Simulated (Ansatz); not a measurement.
# AlH5O3Se: the cost of one run

Method: RHF/def2-SVP, in Ansatz 0.2.0.

### 1 The system as given

Bond lengths: Al1–O2 2.181 Å, Al1–O3 1.631 Å, Al1–O4 1.636 Å, Al1–Se6 2.815 Å, O2–H7 0.957 Å, O3–H8 0.944 Å, O4–H9 0.945 Å, Se6–H10 1.435 Å. Angles: Al1–O2–H7 116.6°, O2–Al1–O3 109.6°, O2–Al1–O4 104.4°, O2–Al1–Se6 77.6°, O3–Al1–O4 135.5°, O3–Al1–Se6 107.4°, O4–Al1–Se6 107.3°, Al1–O3–H8 168.7°, Al1–O4–H9 164.7°, Al1–Se6–H10 92.3°.

As a file:

```xyz
10

Al    0.5822   -0.4081    0.1023
O     0.0944    1.6652   -0.3691
O     0.8508   -0.5552    1.7038
O     1.2925   -0.9769   -1.2575
H    -1.0383    1.0938   -0.4359
Se   -2.2023   -0.5171   -0.2977
H     0.2904    1.9594   -1.2580
H     0.9110   -0.4814    2.6429
H     1.6896   -1.5240   -1.9183
H    -2.4704   -0.2557    1.0874
```

### 2 A restrained relaxation towards end A

Springs on the bonds that form and break draw the guess towards this end; the thresholds are loose.

Contents of input.yaml:

```yaml
crystal:
  periodic: [false, false, false]
  atoms:
    - { symbol: Al, position_ang: [0.5822, -0.4081, 0.1023] }
    - { symbol: O, position_ang: [0.0944, 1.6652, -0.3691] }
    - { symbol: O, position_ang: [0.8508, -0.5552, 1.7038] }
    - { symbol: O, position_ang: [1.2925, -0.9769, -1.2575] }
    - { symbol: H, position_ang: [-1.0383, 1.0938, -0.4359] }
    - { symbol: Se, position_ang: [-2.2023, -0.5171, -0.2977] }
    - { symbol: H, position_ang: [0.2904, 1.9594, -1.258] }
    - { symbol: H, position_ang: [0.911, -0.4814, 2.6429] }
    - { symbol: H, position_ang: [1.6896, -1.524, -1.9183] }
    - { symbol: H, position_ang: [-2.4704, -0.2557, 1.0874] }
basis:
  gaussian: { orbitals: def2-SVP }
hamiltonian:
  xc: hf
relax:
  f_tol: 0.15
  max_steps: 25
  restrain:
    - { distance: [0, 5], at: 3.71, k: 30.0 }
    - { distance: [4, 1], at: 2.27, k: 30.0 }
    - { distance: [0, 1], at: 1.87, k: 30.0 }
    - { distance: [4, 5], at: 1.51, k: 30.0 }
```

The run is started by

```
$ ansatz run input.yaml --threads 2 --pin off --max-ram 3072MiB --backend cpu --events-out ev --progress --plain --runs-dir out
```

What time and memory should one allow on 2 threads of Intel Xeon Platinum 8488C (Sapphire Rapids), shared host?

About 23 s, with a peak of 0.28 GiB.
